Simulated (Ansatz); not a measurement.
Working through an atomisation energy of GeH₆O₂Si, SMILES O[SiH2][O][GeH3]

Program: the Ansatz DFT code, driven from Python.

Run as a notebook:

In [1]:
```python
from collections import Counter

import ansatz as az
```

In [2]:
```python
def single_point(molecule, charge=0, unpaired=0):
    calc = molecule.calculation().basis(gaussian="def2-SVPD").functional("PBE")
    if charge:
        calc = calc.charge(charge)
    if unpaired:
        calc = calc.spin("collinear", total=unpaired)
    report = calc.run(threads=1).report
    if report["published_state_doubts"]:
        print("  doubts:", report["published_state_doubts"])
    return report["free_energy_ev"]
```

In [3]:
```python
system = (
    az.Crystal.molecule()
    .atom("O", (-1.2237, 1.317, -1.9232))
    .atom("Si", (-0.2458, 0.8487, -0.6618))
    .atom("O", (-0.5068, -0.8273, -0.395))
    .atom("Ge", (0.7111, -1.235, 0.9575))
    .atom("H", (-2.1864, 1.2067, -1.6074))
    .atom("H", (-0.5675, 1.6315, 0.5531))
    .atom("H", (1.1818, 1.1116, -1.0409))
    .atom("H", (0.5366, -2.7377, 1.279))
    .atom("H", (0.2774, -0.4107, 2.2699))
    .atom("H", (2.1062, -0.9561, 0.5718))
)
```

In [4]:
```python
unpaired = {"O": 2, "Si": 2, "Ge": 2, "H": 1}
counts = Counter(site.symbol for site in system.cartesian_sites)
atom_energy = {s: single_point(az.Crystal.molecule().atom(s, (0, 0, 0)), 0, unpaired[s]) for s in counts}
whole = single_point(system, 0, 0)
for s, e in atom_energy.items():
    print(f"{s:2s} x{counts[s]}  {e:14.5f} eV")
print(f"GeH6O2Si: {whole:.5f} eV")
split = sum(counts[s] * e for s, e in atom_energy.items()) - whole
print(f"atomisation energy (no zero-point term): {96.485332 * split:.1f} kJ/mol, {split / sum(counts.values()):.3f} eV an atom")
```
```text
O  x2     -2038.79174 eV
Si x1     -7867.49492 eV
Ge x1    -56500.13285 eV
H  x6       -13.56840 eV
GeH6O2Si: -68559.99970 eV
atomisation energy (no zero-point term): 3220.5 kJ/mol, 3.338 eV an atom
```

3220.5 kJ/mol from the electronic energies, without the zero-point term.

Caveats:
- Total energies depend on the basis set; only differences at equal settings carry meaning.
- The geometry is a force-field or estimated start, not a minimum of this method, and the basis set is short of its limit. All parts are taken at fixed geometry, without zero-point energy.
- This functional overbinds, so such energies come out a few per cent too high (LDA far more).
- Timing: 6.5 s on 1 thread of Arm Neoverse V2, on a shared host, peak memory 0.26 GiB.

(Lines on the test bed's own set-up are left out of the output.)
